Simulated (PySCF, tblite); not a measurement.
**C₄H₈BF₂O₂ radical: geometry, infrared bands and EPR parameters**

What infrared bands and EPR parameters should C₄H₈BF₂O₂ radical (`CO[C@H]([O])CCB(F)F`) show?

The runs use tblite 0.8.0 and PySCF 2.14.0, with density-fitted response routines of our own; the level of theory stands in each step. All values are computed, except where a source is named. Atoms count from 0, in the outputs and in this text.

### 1 Starting geometry

17 atoms, charge 0, multiplicity 2; geometry from: force field or distance geometry start.

Bonds of the start (Å): C0–O1 1.41, O1–C2 1.38, C2–O3 1.39, C2–C4 1.49, C4–C5 1.51, C5–B6 1.60, B6–F7 1.46, B6–F8 1.46, C0–H9 1.09, C0–H10 1.10, C0–H11 1.12, C2–H12 1.11, C4–H13 1.11, C4–H14 1.11, C5–H15 1.09, C5–H16 1.11.

### 2 Geometry optimisation with GFN2-xTB

What the job is given:

```
{"job": {"kind": "relax", "xc": "GFN2-xTB", "basis": "xTB"}, "charge": 0, "multiplicity": 2}
C      2.422500     0.041700    -0.843800
O      1.468800    -0.935100    -0.484100
C      0.863300    -0.445200     0.653400
O      1.242900    -1.292000     1.693200
C     -0.621700    -0.361400     0.634200
C     -1.238400     0.494200    -0.442400
B     -2.817100     0.373300    -0.194800
F     -3.209500    -0.988700     0.162800
F     -3.467800     1.391000     0.625700
H      2.944300    -0.300500    -1.742800
H      1.989400     1.047700    -0.910400
H      3.205600     0.083300    -0.043100
H      1.275300     0.551200     0.912600
H     -0.959200     0.058400     1.605900
H     -1.059700    -1.373100     0.504000
H     -0.973700     1.552700    -0.369300
H     -1.072000     0.114600    -1.472200
```

Command:

```
> OMP_NUM_THREADS=1 python probes_run.py task.json out
```

The driver reads the jobs from task.json and runs them one after another.

**Question.** This job is followed by: GFN2-xTB harmonic vibrations, gas phase; UKS B3LYP, pcH-1 on B C F H O, non-relativistic, mean-field spin-orbit, GIAO. Predict these results of the whole session: strongest single infrared mode (GFN2-xTB); zero-point energy (GFN2-xTB); g(iso) (B3LYP); ⟨S²⟩; largest a(iso) (averaged by class); potential on the surface of density 0.002 e/bohr³, 1st and 99th percentile.

As calculated:

| quantity | value |
| --- | --- |
| strongest single infrared mode (GFN2-xTB) | 1280 cm⁻¹, 437 km/mol |
| zero-point energy (GFN2-xTB) | 76.8 kcal/mol |
| g(iso) (B3LYP) | 2.01036 |
| ⟨S²⟩ | 0.756 (exact 0.75) |
| largest a(iso) (averaged by class) | 1H on H12, 332.4 MHz |
| potential on the surface of density 0.002 e/bohr³, 1st and 99th percentile | -1.33 V and 1.86 V |

**Reading.** The optimisation took 146 steps and gained 2.201 eV; among the close pairs (by a distance rule), B6–F7 changed most, from 1.462 to 1.314 Å. No mode is imaginary among the 45: a minimum at this level. The strongest single mode, at 1280 cm⁻¹, moves mainly B6. Unscaled tight-binding wavenumbers are off by several per cent, some by more. Its intensities can rank the bands wrongly. O3 carries the largest spin population, 0.65 e. The isotropic g lies 8.0 ppt above the free-electron value. These values are for one conformer; the search (at its own cheap level) found 2 more, at 0.01, 6.41 kcal/mol (those within 0.05 may be mirror or relabelled copies), and measured spectra average over such forms.
